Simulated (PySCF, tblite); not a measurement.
# C₃H₁₀BFGe: geometry, infrared bands and NMR shifts

What infrared bands and NMR shifts should C₃H₁₀BFGe (`CC(C)[B](F)[GeH3]`) show?

Programs: tblite 0.8.0 and PySCF 2.14.0, with density-fitted response routines of our own. Each step states its level of theory. These are calculated values for one molecule in the gas phase, unless marked as measured. Atoms count from 0, in the outputs and in this text.

### 1 Starting geometry

16 atoms, charge 0, multiplicity 1; geometry from: force field or distance geometry start.

Bonds of the start (Å): C0–C1 1.48, C1–C2 1.53, C1–B3 1.57, B3–F4 1.47, B3–Ge5 2.02, C0–H6 1.12, C0–H7 1.09, C0–H8 1.12, C1–H9 1.13, C2–H10 1.10, C2–H11 1.10, C2–H12 1.12, Ge5–H13 1.55, Ge5–H14 1.55, Ge5–H15 1.52.

### 2 Optimising the geometry with GFN2-xTB

The job: settings as JSON, then the geometry in Å.

```
{"job": {"kind": "relax", "xc": "GFN2-xTB", "basis": "xTB"}, "charge": 0, "multiplicity": 1}
C     -1.230200     0.960800    -0.733800
C     -0.818800     0.088700     0.382900
C     -0.925000    -1.375900    -0.037400
B      0.586900     0.416700     1.001900
F      0.728500     0.170000     2.446800
Ge     2.314300     0.302500    -0.043300
H     -2.012800     0.423900    -1.333800
H     -0.432300     1.351900    -1.368200
H     -1.775300     1.848100    -0.322700
H     -1.571700     0.226900     1.213600
H     -0.724600    -2.058900     0.795500
H     -0.328400    -1.609900    -0.925500
H     -2.004500    -1.505500    -0.305800
H      2.743000    -1.187200    -0.147900
H      3.367500     1.077100     0.792300
H      2.075700     0.879800    -1.425900
```

The run is started by

```console
$ OMP_NUM_THREADS=1 python probes_run.py task.json out
```

One launch serves the whole session: the jobs run in the order shown.

Log:

```text
step      E/eV     max force
  0    -528.18581    3.140
  1    -528.58661    1.847
  2    -528.70526    1.928
  3    -528.77033    0.867
  4    -528.86162    0.508
  5    -528.89131    0.620
  6    -528.91107    0.480
  7    -528.93113    0.363
  8    -528.94890    0.415
  9    -528.96436    0.355
 10    -528.97350    0.213
 11    -528.97977    0.171
 12    -528.98369    0.153
 13    -528.98592    0.104
 14    -528.98716    0.082
 15    -528.98824    0.084
 16    -528.98973    0.120
 17    -528.99161    0.147
 18    -528.99352    0.117
 19    -528.99539    0.134
 20    -528.99763    0.147
 21    -529.00066    0.198
 22    -529.00456    0.200
 23    -529.00869    0.134
 24    -529.01187    0.142
 25    -529.01418    0.125
 26    -529.01670    0.178
 27    -529.01922    0.155
 28    -529.02106    0.096
 29    -529.02250    0.098
 30    -529.02413    0.124
 31    -529.02648    0.178
 32    -529.02925    0.221
 33    -529.03273    0.141
 34    -529.03574    0.117
 35    -529.03739    0.144
 36    -529.03901    0.118
 37    -529.04021    0.114
 38    -529.04110    0.076
 39    -529.04195    0.094
 40    -529.04270    0.078
 41    -529.04306    0.038
 42    -529.04328    0.037
 43    -529.04341    0.035
 44    -529.04352    0.024
 45    -529.04362    0.025
 46    -529.04370    0.021
 47    -529.04379    0.026
 48    -529.04389    0.029
 49    -529.04401    0.031
 50    -529.04415    0.041
 51    -529.04432    0.045
 52    -529.04452    0.043
 53    -529.04476    0.041
 54    -529.04500    0.032
 55    -529.04518    0.028
 56    -529.04527    0.018
 57    -529.04533    0.021
 58    -529.04539    0.022
 59    -529.04545    0.020
 60    -529.04550    0.018
 61    -529.04554    0.017
 62    -529.04558    0.020
 63    -529.04565    0.022
 64    -529.04576    0.027
 65    -529.04586    0.022
 66    -529.04593    0.014
 67    -529.04596    0.011
 68    -529.04598    0.012
 69    -529.04601    0.011
 70    -529.04603    0.010
```

It took 0.61 s on 1 thread of Arm Neoverse N1, shared host.

Step by step: (not every step is listed)

| step | energy from step 0 (eV) | largest force (eV/Å) |
| --- | --- | --- |
| 0 | 0.0000 | 3.1400 |
| 1 | -0.4008 | 1.8473 |
| 2 | -0.5195 | 1.9282 |
| 3 | -0.5845 | 0.8675 |
| 4 | -0.6758 | 0.5079 |
| 5 | -0.7055 | 0.6200 |
| 6 | -0.7253 | 0.4797 |
| 7 | -0.7453 | 0.3628 |
| 8 | -0.7631 | 0.4154 |
| 13 | -0.8001 | 0.1039 |
| 18 | -0.8077 | 0.1175 |
| 23 | -0.8229 | 0.1345 |
| 28 | -0.8353 | 0.0956 |
| 33 | -0.8469 | 0.1407 |
| 38 | -0.8553 | 0.0760 |
| 43 | -0.8576 | 0.0348 |
| 48 | -0.8581 | 0.0287 |
| 53 | -0.8590 | 0.0410 |
| 58 | -0.8596 | 0.0216 |
| 63 | -0.8598 | 0.0224 |
| 65 | -0.8601 | 0.0222 |
| 66 | -0.8601 | 0.0142 |
| 67 | -0.8602 | 0.0106 |
| 68 | -0.8602 | 0.0116 |
| 69 | -0.8602 | 0.0112 |
| 70 | -0.8602 | 0.0095 |

Distances of close pairs at the start and the end, largest changes first:

| bond | before (Å) | after (Å) | change (Å) |
| --- | --- | --- | --- |
| B3–F4 | 1.473 | 1.319 | -0.153 |
| C0–C1 | 1.475 | 1.535 | +0.060 |
| Ge5–H14 | 1.552 | 1.493 | -0.058 |
| Ge5–H13 | 1.554 | 1.497 | -0.057 |
| C0–H6 | 1.123 | 1.088 | -0.035 |
| C1–H9 | 1.130 | 1.096 | -0.034 |
| C2–H12 | 1.120 | 1.088 | -0.032 |
| C0–H8 | 1.120 | 1.088 | -0.031 |

The next job starts from the end point, and lists it.

### 3 Harmonic vibrations with GFN2-xTB

The job: settings as JSON, then the geometry in Å.

```
{"job": {"kind": "ir", "xc": "GFN2-xTB", "basis": "xTB"}, "charge": 0, "multiplicity": 1}
C     -1.271373     0.984128    -0.664917
C     -0.920065     0.006006     0.465080
C     -0.941330    -1.429122    -0.083820
B      0.511766     0.320105     1.071790
F      0.605411     0.568718     2.363975
Ge     2.244836     0.306633     0.019773
H     -2.256819     0.759840    -1.068214
H     -0.543379     0.904567    -1.471169
H     -1.273210     2.010028    -0.301857
H     -1.697871     0.085883     1.233009
H     -0.758187    -2.149064     0.711042
H     -0.170756    -1.551295    -0.845316
H     -1.907960    -1.649584    -0.531634
H      2.815392    -1.061044    -0.188687
H      3.371941     1.055269     0.651843
H      2.184006     0.847876    -1.372309
```

Log:

```text
mode    cm-1     km/mol
  1     -41.8      0.02
  2      14.8      0.04
  3     111.8      0.34
  4     123.5      0.21
  5     215.8      0.30
  6     230.9      3.25
  7     244.4      9.50
  8     320.7      1.10
  9     329.3     44.30
 10     408.6     21.90
 11     473.4     17.15
 12     493.6     32.24
 13     550.5      0.39
 14     825.4    480.50
 15     887.6     19.01
 16     899.8    116.74
 17     906.7     73.67
 18     945.7      6.07
 19     959.4     35.11
 20     988.8      0.89
 21    1096.9      4.87
 22    1100.9     12.19
 23    1170.4      8.67
 24    1217.0    176.52
 25    1301.2      9.12
 26    1311.0     67.74
 27    1398.7      2.09
 28    1413.8      2.73
 29    1489.0      0.13
 30    1495.2      1.81
 31    1499.3      7.10
 32    1505.1      5.54
 33    2004.2    215.83
 34    2068.2    477.58
 35    2085.3    508.06
 36    2933.7     44.81
 37    2997.1     33.13
 38    3011.9     68.45
 39    3019.9      6.96
 40    3024.9     63.92
 41    3028.4     19.59
 42    3030.7     31.46
```

Wall time 0.72 s (1 thread of Arm Neoverse N1, shared host).

The strongest bands and the atoms that carry them (share of the mass-weighted mode):

| cm⁻¹ | km/mol | atoms |
| --- | --- | --- |
| 825 | 480.5 | H13 32 %, H15 31 %, H14 31 % |
| 900 | 116.7 | H15 41 %, H14 40 %, H13 15 % |
| 907 | 73.7 | H13 41 %, H15 22 %, H14 20 % |
| 1217 | 176.5 | B3 51 %, F4 25 % |
| 2004 | 215.8 | H13 44 %, H15 31 %, H14 24 % |
| 2068 | 477.6 | H13 52 %, H15 40 % |
| 2085 | 508.1 | H14 68 %, H15 28 % |
| 3012 | 68.5 | H7 86 % |

### 4 Shielding tensors: PBE0/pcSseg-1

Settings changed since step 3:

```diff
@@ -1,2 +1,2 @@
-{"job": {"kind": "ir", "xc": "GFN2-xTB", "basis": "xTB"}, "charge": 0, "multiplicity": 1}
+{"job": {"kind": "nmr", "xc": "PBE0", "basis": "pcSseg-1"}, "charge": 0, "multiplicity": 1}
 C     -1.271373     0.984128    -0.664917
```

Method: GIAO PBE0/pcSseg-1 NMR shielding, non-relativistic, gas phase.

Log:

```text
coarse grid: 58160 points
cycle   1  E = -2321.2000586163  dE = -2.691e-01  |g| = 9.579e-01  |ddm| = 3.473e+00
cycle   2  E = -2321.1494175691  dE =  5.064e-02  |g| = 1.067e+00  |ddm| = 1.078e+00
cycle   3  E = -2321.2824187247  dE = -1.330e-01  |g| = 1.530e-01  |ddm| = 7.197e-01
cycle   4  E = -2321.2854524620  dE = -3.034e-03  |g| = 5.764e-02  |ddm| = 1.221e-01
cycle   5  E = -2321.2859031061  dE = -4.506e-04  |g| = 6.130e-03  |ddm| = 4.256e-02
cycle   6  E = -2321.2859117423  dE = -8.636e-06  |g| = 1.864e-03  |ddm| = 7.923e-03
final grid: 123200 points
cycle   7  E = -2321.2858922177  dE =  3.008e-07  |g| = 2.232e-03  |ddm| = 3.651e-03
cycle   8  E = -2321.2858915573  dE =  6.604e-07  |g| = 2.797e-03  |ddm| = 3.971e-03
cycle   9  E = -2321.2858933552  dE = -1.798e-06  |g| = 2.315e-04  |ddm| = 2.228e-03
cycle  10  E = -2321.2858933632  dE = -8.037e-09  |g| = 1.877e-05  |ddm| = 1.487e-04
cycle  11  E = -2321.2858933633  dE = -6.003e-11  |g| = 4.073e-06  |ddm| = 2.077e-05
converged SCF energy = -2321.2858933633

GIAO shielding tensors (ppm)
atom      isotropic    diamagn.    paramagn.     s11        s22        s33       span
  0 C      167.158     248.406     -81.247    157.428    159.349    184.698     27.270
  1 C      156.640     253.624     -96.985    139.274    156.817    173.828     34.554
  2 C      167.736     248.735     -81.000    157.571    160.638    184.997     27.425
  3 B       26.311     188.308    -161.997    -55.356     58.590     75.698    131.054
  4 F      120.144     466.004    -345.860    -98.110     -0.248    458.790    556.900
  5 Ge    1745.430    2758.214   -1012.783   1692.192   1759.864   1784.234     92.042
  6 H       30.604      30.178       0.426     26.582     28.011     37.220     10.638
  7 H       30.587      31.568      -0.982     26.292     30.452     35.016      8.723
  8 H       30.699      30.378       0.321     26.367     27.956     37.774     11.406
  9 H       30.449      32.283      -1.834     27.411     28.165     35.773      8.362
 10 H       30.772      30.445       0.326     26.358     28.013     37.944     11.586
 11 H       30.779      31.668      -0.889     26.530     30.812     34.996      8.467
 12 H       30.617      30.249       0.368     26.624     28.036     37.191     10.567
 13 H       28.716      29.797      -1.081     21.985     23.921     40.242     18.256
 14 H       29.087      29.560      -0.473     22.390     23.154     41.717     19.327
 15 H       28.618      30.168      -1.551     21.475     24.707     39.671     18.196
```

Run time: 44 s. Hardware: 1 thread of Arm Neoverse N1, shared host; peak memory 0.86 GiB.

The references, computed at this level on geometries of the same kind, shield at (ppm): 1H TMS 31.72, 13C TMS 186.9, 19F CFCl3 170.9, 11B BF3·OEt2 100.1, 73Ge GeMe4 1331. Their shielding less the atom's gives the shift. The references are single molecules in the gas phase, so shifts against H2O, NH3, PH3, H3PO4 or CFCl3 are not on the usual liquid scales and can be off by tens of ppm. Atoms listed in one row are averaged.

| atoms | environment | σ (ppm) | δ (ppm) |
| --- | --- | --- | --- |
| C1 | sp3 CH bonded to B | 156.6 | 30.3 |
| C0, C2 | methyl carbon | 167.4 | 19.5 |
| H13, H14, H15 | hydrogen on a germanium bonded to B | 28.81 | 2.91 |
| H9 | hydrogen on an sp3 CH bonded to B | 30.45 | 1.27 |
| H6, H7, H8, H10, H11, H12 | hydrogen on a methyl carbon | 30.68 | 1.04 |
| B3 | boron bonded to C, F, Ge | 26.3 | 73.8 |
| F4 | fluorine bonded to B | 120.1 | 50.8 |
| Ge5 | germanium bonded to B, 3 H | 1745 | -414 |

Charges from the same density, by scheme (e):

| atoms | Mulliken | IAO | Hirshfeld | ESP fit |
| --- | --- | --- | --- | --- |
| C0, C2 | -0.25 | -0.40 | -0.11 | -0.49 |
| C1 | -0.52 | -0.26 | -0.10 | 0.31 |
| B3 | 0.55 | 0.34 | 0.20 | 0.35 |
| F4 | -0.26 | -0.28 | -0.12 | -0.27 |
| Ge5 | -0.13 | 0.26 | 0.20 | 0.15 |

Mayer bond orders: C0–C1 1.02, C1–C2 1.02, C1–B3 0.94, B3–F4 1.17, B3–Ge5 0.91.

### 5 Summary of results

| quantity | value |
| --- | --- |
| strongest single infrared mode (GFN2-xTB) | 2085 cm⁻¹, 508 km/mol |
| zero-point energy (GFN2-xTB) | 76.0 kcal/mol |
| 13C shifts against TMS (PBE0/pcSseg-1, means over atoms taken as alike) | 30.3, 19.5 ppm |
| 1H shifts against TMS (PBE0/pcSseg-1, means over atoms taken as alike) | 2.91, 1.27, 1.04 ppm |
| 11B shifts against BF3·OEt2 (PBE0/pcSseg-1) | 73.8 ppm |
| 19F shifts against CFCl3 (PBE0/pcSseg-1) | 50.8 ppm |
| 73Ge shifts against GeMe4 (PBE0/pcSseg-1) | -414 ppm |

Over 70 steps the energy fell by 0.860 eV; of the close pairs, B3–F4 changed most, 1.473 to 1.319 Å. The lowest mode is imaginary (42i cm⁻¹), so the xTB geometry is not a minimum. The strongest single mode, at 2085 cm⁻¹, moves mainly H14. GFN2-xTB is a fitted tight-binding method: band positions and strengths are rough. Its intensities can rank the bands wrongly. At PBE0/pcSseg-1: Shielding is most anisotropic at F4 (span 557 ppm, paramagnetic term -346 ppm). Spin-orbit coupling is left out, which matters for shieldings and couplings at and beside the heavy atoms.
